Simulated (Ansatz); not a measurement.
This script makes an atomisation energy of CH4BFSe, SMILES CB(F)[SeH] with the Ansatz DFT code, driven from Python.

`ch4bfse_tae.py`:
```python
'''Atomisation energy of CH4BFSe at the given geometry.'''

from collections import Counter

import ansatz
from ase import Atoms

BASIS_SET = 'cc-pVDZ'
XC = 'pbe0'
DISPERSION = 'd4'


def energy(molecule, charge=0, unpaired=0):
    calc = (
        molecule.calculation()
        .basis(gaussian=BASIS_SET)
        .functional(XC, dispersion=DISPERSION)
    )
    if charge:
        calc = calc.charge(charge)
    if unpaired:
        calc = calc.spin('collinear', total=unpaired)
    return calc.run(threads=1).report['free_energy_ev']

atoms = Atoms(['C', 'B', 'F', 'Se', 'H', 'H', 'H', 'H'], positions=[
    (0.0539, 0.9953, -0.1016),
    (0.3651, -0.4954, -0.3008),
    (1.7038, -0.8888, -0.5547),
    (-1.0017, -1.8778, -0.1934),
    (-0.7183, 1.3389, -0.9125),
    (-0.445, 1.2098, 0.8875),
    (0.9501, 1.6594, -0.1986),
    (-0.8159, -1.9987, 1.3185),
])
geometry = ansatz.Crystal.molecule_from_ase(atoms)

# unpaired electrons of the ground-state atoms
unpaired = {'C': 2, 'B': 1, 'F': 1, 'Se': 2, 'H': 1}
counts = Counter(site.symbol for site in geometry.cartesian_sites)
atom_energy = {s: energy(ansatz.Crystal.molecule().atom(s, (0, 0, 0)), 0, unpaired[s]) for s in counts}
whole = energy(geometry, 0, 0)
for s, e in atom_energy.items():
    print(f'{s:2s} x{counts[s]}  {e:14.5f} eV')
print(f'CH4BFSe: {whole:.5f} eV')
split = sum(counts[s] * e for s, e in atom_energy.items()) - whole
print(f'atomisation energy (no zero-point term): {split:.3f} eV, {split / sum(counts.values()):.3f} eV an atom')
```

What does it cost to take this molecule apart into atoms?

30.281 eV from the electronic energies, without the zero-point term.

What the script printed:

```console
$ python ch4bfse_tae.py
C  x1     -1028.56355 eV
B  x1      -669.83334 eV
F  x1     -2711.22467 eV
Se x1    -65339.37073 eV
H  x4       -13.61358 eV
CH4BFSe: -69833.72731 eV
atomisation energy (no zero-point term): 30.281 eV, 3.785 eV an atom
```

Caveats:
- Total energies depend on the basis set; only differences at equal settings carry meaning.
- The geometry is a force-field or estimated start, not a minimum of this method, and the basis set is short of its limit. All parts are taken at fixed geometry, without zero-point energy.
- The spin-orbit lowering of heavy atoms is left out.
- Wall time of the script: 4.2 s on 1 thread of Arm Neoverse V2 (shared host), peak memory 0.25 GiB.
